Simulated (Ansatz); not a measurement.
# YAu: how the settings move a relaxation

Question: which choices in the input matter for YAu?

Computed with Ansatz 0.2.0 (reference: DFT, PBEsol, PAW with Ansatz's default frozen-core files, scalar-relativistic, unless a step's input says otherwise).

1 further run of the same task is left out (for a known fault of the program).

## (1) The structure to begin with

Symmetry: Pm-3m, No. 221, cubic system. The conventional cell has a = 2.916 Å, b = 2.916 Å, c = 2.916 Å, α = 90.00°, β = 90.00°, γ = 90.00°. Y (site symmetry m-3m) has 8 Au at 2.53 Å as nearest neighbours. Au (site symmetry m-3m) is surrounded by 8 Y at 2.53 Å.

As a file:

```cif
data_structure
_symmetry_space_group_name_H-M 'Pm-3m'
_symmetry_Int_Tables_number 221
_cell_length_a 2.9160
_cell_length_b 2.9160
_cell_length_c 2.9160
_cell_angle_alpha 90.000
_cell_angle_beta 90.000
_cell_angle_gamma 90.000
_cell_volume 24.79
loop_
_atom_site_label
_atom_site_type_symbol
_atom_site_symmetry_multiplicity
_atom_site_Wyckoff_symbol
_atom_site_fract_x
_atom_site_fract_y
_atom_site_fract_z
_atom_site_occupancy
Y1 Y 1 b 0.50000 0.50000 0.50000 1
Au1 Au 1 a 0.00000 0.00000 0.00000 1
```

## (2) Reference

File input.yaml:

```yaml
crystal:
  lattice:
    - [2.9159644021, 0.0, 0.0]
    - [0.0, 2.9159644021, 0.0]
    - [0.0, 0.0, 2.9159644021]
  atoms:
    - { symbol: "Y", position: [0.5, 0.5, 0.5] }
    - { symbol: Au, position: [0.0, 0.0, 0.0] }
kpoints:
  mp_grid: { grid: [10, 10, 10] }
scf:
  occupations: { method: fermi_dirac, width: 0.05 }
hamiltonian:
  xc: pbesol
  pseudopotentials: { kind: paw }
output:
  forces: true
  stress: true
  write_density: true
  write_potential: true
  elf: true
  volumetric_format: npy
relax:
  f_tol: 0.01
  max_steps: 30
```

The run is started by

```sh
$ ansatz run input.yaml --threads 1 --pin off --max-ram 2048MiB --backend cpu --events-out ev --progress --plain --runs-dir out
```

## (3) Variant: mixing.algorithm msr1, mixing.beta 0.1, xc_grid 2

Edit input.yaml of step 2 so:

```diff
@@ -12,2 +12,3 @@
   occupations: { method: fermi_dirac, width: 0.05 }
+  mixing: { algorithm: msr1, beta: 0.1 }
 hamiltonian:
@@ -18,6 +19,2 @@
   stress: true
-  write_density: true
-  write_potential: true
-  elf: true
-  volumetric_format: npy
 relax:
@@ -25 +22,3 @@
   max_steps: 30
+basis:
+  xc_grid: 2
```

**Question.** What will these runs give? Wanted: for each run, ending; energy change; pressure; gap; force.

The runs gave:

| run | ending | energy change | pressure (GPa) | gap (eV) | force (eV/Å) | cycles | time |
| --- | --- | --- | --- | --- | --- | --- | --- |
| reference | converged | 0 | 197.3 | 0.00 | 0.00 | 6 | 0.89 s |
| 1: mixing.algorithm msr1, mixing.beta 0.1, xc_grid 2 | converged | 0.0 meV/atom | 197.3 | 0.00 | 0.00 | 6 | 0.63 s |

Times don't compare one to one where runs were asked for different outputs or read a saved state (see the inputs); cycles may leave out searches for a lower state.

Energy and cycle count are those of the reference, so the change (mixing) left the result and the number of cycles as they were. The structure is not at rest: the sound run finds 197 GPa, so these are no properties of the relaxed crystal. Symmetry fixes the atoms and the cell is held, so no setting can move this relaxation. 
